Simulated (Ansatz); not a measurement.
What does this script print? It uses Ansatz 0.2.0 through its Python package.

`run_nc_paw.py`:
```python
'''Norm-conserving against PAW potentials for GaAg3.'''

import ansatz
import numpy as np

XC = 'pbesol'
KGRID = (6, 6, 6)
SIGMA = 0.15


def count_gap(report):
    # lowest empty less highest filled band, counting bands; zero where they overlap
    return max(report.get('gap_by_band_count_ev') or 0.0, 0.0)


def main() -> None:
    lattice = ansatz.Lattice.of(
        (4.081295, 0.0, 0.0),
        (0.0, 4.081295, 0.0),
        (0.0, 0.0, 4.081295),
    )
    sites = [
        ('Ga', (0.0, 0.0, 0.0)),
        ('Ag', (0.5, 0.0, 0.5)),
        ('Ag', (0.0, 0.5, 0.5)),
        ('Ag', (0.5, 0.5, 0.0)),
    ]
    xtal = ansatz.Crystal(lattice=lattice)
    for symbol, position in sites:
        xtal = xtal.atom(symbol, position)

    job = (
        xtal.calculation()
        .functional(XC)
        .kpoints(*KGRID)
        .occupations(ansatz.OccupationsMethod.FERMI_DIRAC, width=SIGMA)
        .stress()
        .forces()
        .band_table()
    )
    variants = {
        'PAW': job.pseudopotentials('paw'),
        'norm-conserving': job.pseudopotentials('nc'),
    }
    # totals differ by the cores that each treatment holds, so compare what does not depend on them
    rows = []
    for label, variant in variants.items():
        r = variant.run(threads=1).report
        levels = np.array(r['eigenvalues_ev'][0]) - r['fermi_energy_ev']
        print(label, 'levels at the first k-point near E_F:', np.round(levels[np.abs(levels) < 5], 3))
        rows.append((label, r['n_electrons'], np.trace(r['stress_gpa']) / 3, count_gap(r)))
    lines = [','.join(['treatment', 'electrons in bands', 'P GPa', 'gap by band count eV'])] + [','.join(f'{v:.4f}' if isinstance(v, float) else str(v) for v in row) for row in rows]
    print('\n'.join(lines))
    with open('nc_paw.csv', 'w') as handle:
        handle.write('\n'.join(lines) + '\n')


if __name__ == '__main__':
    main()
```

Output of `python run_nc_paw.py`:
```text
DeckWarning: basis.ecutwfc = 420 eV, auto-derived from the records' recommended cutoffs: set by Ga (normal level)
PAW levels at the first k-point near E_F: [-4.413 -4.413 -4.413 -3.742 -3.742 -3.333 -3.055 -3.055 -3.055 -0.28
 -0.28  -0.28   2.005]
DeckWarning: basis.ecutwfc = 1115.666836 eV, auto-derived from the records' recommended cutoffs: set by Ag (normal level)
norm-conserving levels at the first k-point near E_F: [-4.413 -4.413 -4.413 -3.742 -3.742 -3.332 -3.056 -3.056 -3.056 -0.277
 -0.277 -0.277  2.   ]
treatment,electrons in bands,P GPa,gap by band count eV
PAW,70.0000,-3.5440,0.0000
norm-conserving,70.0000,-3.5095,0.0000
```
(Warnings from the package without file and line.)

PAW gives -3.544 GPa and norm-conserving -3.509 GPa, 0.034 GPa apart. They took 2.4 and 7.6 s of processor time.

Caveats:
- For a metal this k-point mesh is coarse: on a finer one energies can move by several to tens of meV an atom and pressures by half a GPa or more, differences at one mesh by less.
- The smearing is wide enough that free energy and stress hold a thermal part of the electrons.
- A gap by band count of zero or less means overlapping bands, a metal.
- This cell is a computed structure, which may not be the phase found in nature.
- Gaps and levels are Kohn-Sham values on a finite set of k-points, without spin-orbit coupling.
- Stress is positive in compression.
- It ran for 10 s on 1 thread of Arm Neoverse V2 (shared host), peak memory 0.53 GiB.
